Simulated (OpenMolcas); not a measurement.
# One shape, several levels: BH2O2F (SMILES OB(O)F)

Aim: a comparison of 6 runs (B2PLYP/def2-SVPD, PBE/def2-SVPD, PBE0/def2-SVPD, SVWN5/def2-SVPD, r2SCAN/def2-SVPD, MP2/def2-SVPD) of BH2O2F. 

The results are computed with OpenMolcas 26.06.

1 further run of the same task is left out (set aside as unsound or not needed).

## 1. Starting point

BH2O2F: 6 atoms, total charge 0, spin state singlet. SMILES: `OB(O)F`. The shape is that of a PBE0-D4/def2-TZVP optimisation. This is one conformer, not always the lowest.

Bond lengths: O1–B2 1.360 Å, B2–O3 1.352 Å, B2–F4 1.333 Å, O1–H5 0.960 Å, O3–H6 0.960 Å. Angles: O1–B2–O3 121.6°, O1–B2–F4 120.5°, O3–B2–F4 117.9°, B2–O1–H5 113.1°, B2–O3–H6 112.5°.

## 2. The energy at B2PLYP/def2-SVPD (run 1)

coord.xyz reads:

```xyz
6

O     -0.477500     0.971000    -0.208400
B     -0.023800    -0.307500    -0.106500
O      0.989400    -0.635200     0.726100
F     -0.573100    -1.280600    -0.833200
H     -1.198900     1.066100    -0.834300
H      1.326000     0.122200     1.210000
```

calc.input reads:

```
* BFH2O2 Kohn-Sham DFT
&gateway
baslib=$CurrDir
coord=coord.xyz
basis=def2-SVPD
group=NoSym
&seward
gridinput
Grid=UltraFine
End of Grid
&scf
ksdft=B2PLYP_SCF
thresholds=1e-10 1e-07 1e-07 1e-05
prorbitals=1 1
&mbpt2
frozen=4
```

The basis set def2-SVPD is read from a file made from the Basis Set Exchange's data (not shown).

The run is started by

```
$ export MOLCAS_MEM=1860
$ pymolcas calc.input > calc.log
```

Output:

```text
--- Start Module: gateway ---
[...]
--- Stop Module: gateway /rc=_RC_ALL_IS_WELL_ ---
[...]
      Basis functions          105
[...]
--- Start Module: scf ---
[...]
       Convergence after  14 Iterations
[...]
::    Total KS-DFT energy                            -275.8974082219
[...]
      Total spin, S                                     0.0000000000
[...]
      Total electronic charge=   32.000000
      Total            charge=   -0.000000
[...]
      Dipole Moment (debye):
      Origin of the operator (angstrom)=   -0.0443   -0.3303   -0.1303
                   X= -4.3915E-01               Y=  1.8985E+00               Z=  5.9219E-02           Total=  1.9496E+00
      Quadrupole Moment (debye*angstrom):
[...]
--- Stop Module: scf /rc=_RC_ALL_IS_WELL_ ---
[...]
--- Start Module: mbpt2 ---
[...]
 ###    WARNING: MP2 implementation intended for RHF references only         ###
 ###############################################################################
MBPT2 WARNING: Reference function according to RunFile:KS-DFT
I'll assume you know what you're doing and continue
WARNING!
Default frozen orbitals as non valence orbitals is overwritten by user input.
Default values:   4
[...]
       Reference weight ( Cref**2 )         =        0.79663
::    Total MBPT2 energy                             -276.6994567970
[...]
      Total MBPT2 calculations                           0.76      0.84
--- Stop Module: mbpt2 /rc=_RC_ALL_IS_WELL_ ---
[...]
```

Run time: 44 s. Hardware: 1 thread of Intel Xeon Platinum 8259CL at 2.50GHz (Skylake/Cascade Lake), shared host; peak memory 0.6 GiB.

## 3. Energy and gradient at PBE/def2-SVPD (run 2)

run.inp reads:

```
* BFH2O2 Kohn-Sham DFT
&GATEWAY
BasLib=$CurrDir
Coord
6
angstrom
O       -0.477500       0.971000      -0.208400
B       -0.023800      -0.307500      -0.106500
O        0.989400      -0.635200       0.726100
F       -0.573100      -1.280600      -0.833200
H       -1.198900       1.066100      -0.834300
H        1.326000       0.122200       1.210000
Basis=def2-SVPD
Group=NoSym
&SEWARD
GridInput
Grid=UltraFine
End of Grid
&SCF
KSDFT=PBE
Thresholds=1e-10 1e-07 1e-07 1e-05
PrOrbitals=1
&ALASKA
```

The basis set def2-SVPD is read from a file made from the Basis Set Exchange's data (not shown).

The run is started by

```
$ export MOLCAS_MEM=1860
$ pymolcas run.inp > run.log
```

Output:

```text
--- Start Module: gateway ---
[...]
--- Stop Module: gateway /rc=_RC_ALL_IS_WELL_ ---
[...]
      Basis functions          105
[...]
--- Start Module: scf ---
[...]
       Convergence after  15 Iterations
[...]
::    Total KS-DFT energy                            -276.0411941944
[...]
      Total spin, S                                     0.0000000000
[...]
      Total electronic charge=   32.000000
      Total            charge=   -0.000000
[...]
      Dipole Moment (debye):
      Origin of the operator (angstrom)=   -0.0443   -0.3303   -0.1303
                   X= -3.8799E-01               Y=  1.8012E+00               Z=  8.1974E-02           Total=  1.8443E+00
      Quadrupole Moment (debye*angstrom):
[...]
--- Stop Module: scf /rc=_RC_ALL_IS_WELL_ ---
[...]
--- Start Module: alaska ---
[...]
 *              Molecular gradients               *
 **************************************************
  Irreducible representation: a
 ------------------------------------------------------------------------------------------
                              X                       Y                       Z
 ------------------------------------------------------------------------------------------
  O1               -4.66534102077554E-03   -7.86328945801351E-03   -6.07118250446259E-03
  B2               -2.45090790828373E-03   -4.52061845978180E-03   -3.29966904339796E-03
  O3               -3.38611411564926E-03    1.06773797071344E-02   -4.84971048448912E-04
  F4                6.60155213721492E-03    1.22617646114325E-02    8.87476395465647E-03
  H5                8.68255903268089E-03   -2.05538166318853E-03    7.31435310548312E-03
  H6               -4.78174812514842E-03   -8.49985473761983E-03   -6.33329446385211E-03
 ------------------------------------------------------------------------------------------
--- Stop Module: alaska /rc=_RC_ALL_IS_WELL_ ---
[...]
```

Run time: 50 s. Hardware: 1 thread of Intel Xeon Platinum 8259CL at 2.50GHz (Skylake/Cascade Lake), shared host; peak memory 0.6 GiB.

Runs 3 to 5 aren't shown in full; the table further down has their settings and results.

## 4. The energy at MP2/def2-SVPD (run 6)

input.xyz reads:

```xyz
6

O     -0.477500     0.971000    -0.208400
B     -0.023800    -0.307500    -0.106500
O      0.989400    -0.635200     0.726100
F     -0.573100    -1.280600    -0.833200
H     -1.198900     1.066100    -0.834300
H      1.326000     0.122200     1.210000
```

job.inp reads:

```
&GATEWAY
  BasLib
  $CurrDir
  Coord
  input.xyz
  Basis
  def2-SVPD
  Group
  NoSym

&SEWARD

&SCF
  Thresholds
  1e-10 1e-07 1e-07 1e-05
  PrOrbitals
  1 1

&MBPT2
  Frozen
  4
```

The basis set def2-SVPD is read from a file made from the Basis Set Exchange's data (not shown).

The run is started by

```
$ export MOLCAS_MEM=1860
$ pymolcas job.inp > job.log
```

Output:

```text
--- Start Module: gateway ---
[...]
--- Stop Module: gateway /rc=_RC_ALL_IS_WELL_ ---
[...]
      Basis functions          105
[...]
--- Start Module: scf ---
[...]
       Convergence after  13 Iterations
[...]
::    Total SCF energy                               -275.0011645238
[...]
      Total spin, S                                     0.0000000000
[...]
      Total electronic charge=   32.000000
      Total            charge=   -0.000000
[...]
      Dipole Moment (debye):
      Origin of the operator (angstrom)=   -0.0443   -0.3303   -0.1303
                   X= -4.7097E-01               Y=  1.9478E+00               Z=  4.2360E-02           Total=  2.0043E+00
      Quadrupole Moment (debye*angstrom):
[...]
--- Stop Module: scf /rc=_RC_ALL_IS_WELL_ ---
[...]
--- Start Module: mbpt2 ---
[...]
WARNING!
Default frozen orbitals as non valence orbitals is overwritten by user input.
Default values:   4
[...]
       Reference weight ( Cref**2 )         =        0.85653
::    Total MBPT2 energy                             -275.6654632659
[...]
      Total MBPT2 calculations                           0.86      0.96
--- Stop Module: mbpt2 /rc=_RC_ALL_IS_WELL_ ---
[...]
```

It took 22 s on 1 thread of Intel Xeon Platinum 8259CL at 2.50GHz (Skylake/Cascade Lake), shared host; peak memory 0.6 GiB.

## 5. Overview of the runs

```csv
run,level,task,frozen core orbitals,energy (Eh),dipole moment (D) of the reference,HOMO energy (eV),LUMO energy (eV),wall time
1,B2PLYP/def2-SVPD,energy,4,-276.113961,1.95,-11.56,0.41,44 s
2,PBE/def2-SVPD,gradient,–,-276.041194,1.84,-8.15,-0.87,50 s
3,PBE0/def2-SVPD,gradient,–,-276.044272,1.90,-9.89,-0.17,51 s
4,SVWN5/def2-SVPD,gradient,–,-274.360024,1.90,-8.34,-0.88,37 s
5,r2SCAN/def2-SVPD,gradient,–,-276.196991,1.88,-8.54,-0.13,64 s
6,MP2/def2-SVPD,energy,4,-275.665463,2.00,-14.37,1.50,22 s
```

## 6. Summary of results

| quantity | value |
| --- | --- |
| run 6: total energy | -275.66546 Eh |
| run 6: dipole moment (mean-field density) | 2.00 D |
| run 6: HOMO energy (Hartree–Fock orbitals) | -14.37 eV |
| run 6: LUMO energy (Hartree–Fock orbitals) | 1.50 eV |
| run 6: HOMO–LUMO gap (Hartree–Fock orbitals) | 15.87 eV |
| run 6: correlation energy (4 core orbitals frozen) | -664.3 mEh |

What this shows: Over runs 1, 2, 3, 4, 5 the dipole moment (its size) runs from 1.84 D (PBE/def2-SVPD) to 1.95 D (B2PLYP/def2-SVPD). A double hybrid's value is that of its SCF part. Over runs 1, 2, 3, 4, 5 the HOMO–LUMO gap runs from 7.28 eV (PBE/def2-SVPD) to 11.97 eV (B2PLYP/def2-SVPD). For B2PLYP the log adds the whole second-order term; the table takes 0.27 of it, as the functional is defined. Totals of different functionals can't be ranked against each other. All runs together took 4.5 min, the longest 64 s.
